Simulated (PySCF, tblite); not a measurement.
# C6H11BCl2: geometry, infrared bands and NMR shifts

What infrared bands and NMR shifts should C6H11BCl2 (`C/C=C(\B(Cl)Cl)C(C)C`) show?

The runs use tblite 0.8.0 and PySCF 2.14.0, with density-fitted response routines of our own; the level of theory stands in each step. All values are computed, except where a source is named. Atoms count from 0, in the outputs and in this text.

### Step 1. The molecule as given

20 atoms, charge 0, multiplicity 1; geometry from: force field or distance geometry start.

Bonds of the start (Å): C0–C1 1.50, C1–C2 1.32, C2–B3 1.57, B3–Cl4 1.87, B3–Cl5 1.85, C2–C6 1.51, C6–C7 1.50, C6–C8 1.50, C0–H9 1.12, C0–H10 1.11, C0–H11 1.11, C1–H12 1.10, C6–H13 1.12, C7–H14 1.10, C7–H15 1.12, C7–H16 1.12, C8–H17 1.13, C8–H18 1.10, C8–H19 1.12.

### Step 2. Relaxing the molecule with GFN2-xTB

The job: settings as JSON, then the geometry in Å.

```
{"job": {"kind": "relax", "xc": "GFN2-xTB", "basis": "xTB"}, "charge": 0, "multiplicity": 1}
C      2.767300    -0.421200     0.132800
C      1.357400    -0.891400    -0.089900
C      0.374100    -0.030200     0.055400
B      0.617100     1.480900     0.414800
Cl     0.478300     2.060800     2.189100
Cl     0.868200     2.792700    -0.858300
C     -1.033700    -0.527200    -0.171900
C     -1.554400     0.206700    -1.367600
C     -1.897100    -0.365700     1.048300
H      2.916900     0.553500    -0.396500
H      3.020100    -0.338000     1.206800
H      3.412500    -1.173300    -0.359000
H      1.181900    -1.948900    -0.330900
H     -0.941500    -1.599100    -0.483400
H     -1.920600     1.223200    -1.146000
H     -2.425700    -0.380700    -1.744600
H     -0.771600     0.308100    -2.156500
H     -2.974900    -0.307200     0.712000
H     -1.765800    -1.218100     1.734800
H     -1.713900     0.585800     1.607600
```

Started as:

```bash
OMP_NUM_THREADS=1 python probes_run.py task.json out
```

The driver reads the jobs from task.json and runs them one after another.

**Question.** This job is followed by: GFN2-xTB harmonic vibrations, gas phase; GIAO PBE0/pcSseg-1 NMR shielding, non-relativistic, gas phase. Predict these results of the whole session: strongest single infrared mode (GFN2-xTB); zero-point energy (GFN2-xTB); ¹³C shifts against TMS (PBE0/pcSseg-1, means over atoms taken as alike); ¹H shifts against TMS (PBE0/pcSseg-1, means over atoms taken as alike); ¹¹B shifts against BF3·OEt2 (PBE0/pcSseg-1); ³⁵Cl shifts against HCl (PBE0/pcSseg-1, means over atoms taken as alike); surface potential, 1st and 99th percentile.

As calculated:

```
                                                                quantity                               value
                               strongest single infrared mode (GFN2-xTB)                742 cm⁻¹, 111 km/mol
                                            zero-point energy (GFN2-xTB)                       99.6 kcal/mol
 ¹³C shifts against TMS (PBE0/pcSseg-1, means over atoms taken as alike)  157.4, 152.0, 45.9, 24.9, 22.3 ppm
  ¹H shifts against TMS (PBE0/pcSseg-1, means over atoms taken as alike)          6.56, 2.28, 2.05, 1.27 ppm
                             ¹¹B shifts against BF3·OEt2 (PBE0/pcSseg-1)                            57.7 ppm
³⁵Cl shifts against HCl (PBE0/pcSseg-1, means over atoms taken as alike)                             305 ppm
                                   surface potential, 1st and 99th percentile                  -0.52 V and 0.86 V
```

What this shows: The optimisation took 192 steps and gained 0.744 eV; among the close pairs (by a distance rule), B3–Cl4 changed most, from 1.872 to 1.724 Å. No mode is imaginary among the 54: a minimum at this level. The strongest single mode, at 742 cm⁻¹, moves mainly B3. GFN2-xTB is a fitted tight-binding method: band positions and strengths are rough. Its intensities can rank the bands wrongly. H12 (hydrogen on an alkene CH) lies farthest downfield among hydrogen, at 6.56 ppm; attached to an sp2 carbon and in the plane of the double bond. At PBE0/pcSseg-1: The largest span, 497 ppm, is at Cl4, Cl5, where the paramagnetic term is -504 ppm. At PBE0/pcSseg-1, counted by nearest atom on the grid, the HOMO lies on C1, C2 about 32 % each, the LUMO on B3 44 %; C1 14 %.
